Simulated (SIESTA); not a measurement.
Wanted: the native input for a SIESTA 5.4.2 run.

- Task: single point
- Functional: PBEsol
- Potentials or basis: PseudoDojo 0.4 standard (PBEsol files)
- Basis: DZP (energy shift 0.003 Ry; two zetas on semicore shells)
- Grid cutoff: 800 Ry
- Energy shift: 0.003 Ry
- k mesh: 10 × 10 × 3
- Occupations: fermi-dirac, width 0.05 eV
- Spin: no spin polarisation

Ta3Ru:

```
Ta Ru
1.0
     1.66909   -2.34231    0.00000
     1.66909    2.34231    0.00000
     0.00000    0.00000    8.81420
Ta Ru
3 1
Cartesian
  1.6691 0.0000 2.0812
  0.0000 0.0000 4.4071
  1.6691 0.0000 6.7330
  0.0000 0.0000 0.0000
```

The cell comes from a database or a generator and needn't be the stable form of this composition.

The input as run:

Ta3Ru.fdf

```
SystemName                      Ta3Ru
SystemLabel                     Ta3Ru
NumberOfSpecies                 2
NumberOfAtoms                   4
%block ChemicalSpeciesLabel
  1  73 Ta
  2  44 Ru
%endblock ChemicalSpeciesLabel

LatticeConstant                 1.0 Ang
%block LatticeVectors
     1.6690900000    -2.3423110000     0.0000000000
     1.6690900000     2.3423110000     0.0000000000
     0.0000000000     0.0000000000     8.8141980000
%endblock LatticeVectors
AtomicCoordinatesFormat         Fractional
%block AtomicCoordinatesAndAtomicSpecies
     0.5000000000     0.5000000000     0.2361160000  1  Ta
     0.0000000000     0.0000000000     0.5000000000  1  Ta
     0.5000000000     0.5000000000     0.7638840000  1  Ta
     0.0000000000     0.0000000000     0.0000000000  2  Ru
%endblock AtomicCoordinatesAndAtomicSpecies

%block kgrid.MonkhorstPack
   10   0   0  0.0
    0  10   0  0.0
    0   0   3  0.0
%endblock kgrid.MonkhorstPack
XC.Functional                   GGA
XC.Authors                      PBEsol
PAO.BasisSize                   DZP
PAO.EnergyShift                 0.003 Ry
Mesh.Cutoff                     800 Ry
OccupationFunction              FD
ElectronicTemperature           0.05 eV
MaxSCFIterations                120
SCF.MustConverge                false
SCF.Mixer.Method                Pulay
SCF.Mixer.Weight                0.25
SCF.Mixer.History               8
SCF.DM.Tolerance                5.0e-05
SCF.H.Tolerance                 1.0e-03 eV
WriteForces                     true
Charge.Mulliken                 end
Charge.Hirshfeld                end
Charge.Voronoi                  end
SaveRho                         true
SaveElectrostaticPotential      true
%block PAO.Basis
  Ta 5
  n=5 0 2
    3.138 0.000
  n=6 0 2
    7.687 0.000
  n=5 1 2
    3.782 0.000
  n=6 1 1
    7.687
  n=5 2 2
    7.138 0.000
  Ru 5
  n=4 0 2
    3.003 0.000
  n=5 0 2
    8.548 0.000
  n=4 1 2
    3.442 0.000
  n=5 1 1
    8.548
  n=4 2 2
    5.925 0.000
%endblock PAO.Basis
```

Potentials or basis: PseudoDojo 0.4 standard (PBEsol files), DZP (energy shift 0.003 Ry; two zetas on semicore shells).

Command:

```sh
$ siesta < Ta3Ru.fdf > Ta3Ru.out 2>&1
```

It gave:

```yaml
Pressure: -7.3 GPa
Largest_force: 0.020 eV/Å
Band_gap_on_the_k_mesh: none (metal or under the smearing width)
Hirshfeld_charges: Ta +0.02, -0.01; Ru -0.04 e
Voronoi_charges: Ta +0.08, -0.01; Ru -0.15 e
```

Caveat: Mulliken charges of long-ranged orbitals can have an unphysical sign; short orbitals over semicore shells can move pressures by several GPa; the basis of atomic orbitals isn't converged, which shifts pressures, moduli and gaps.

It took 3.3 min on 1 thread of Arm Neoverse V1, on a shared host, peak memory 0.5 GiB.
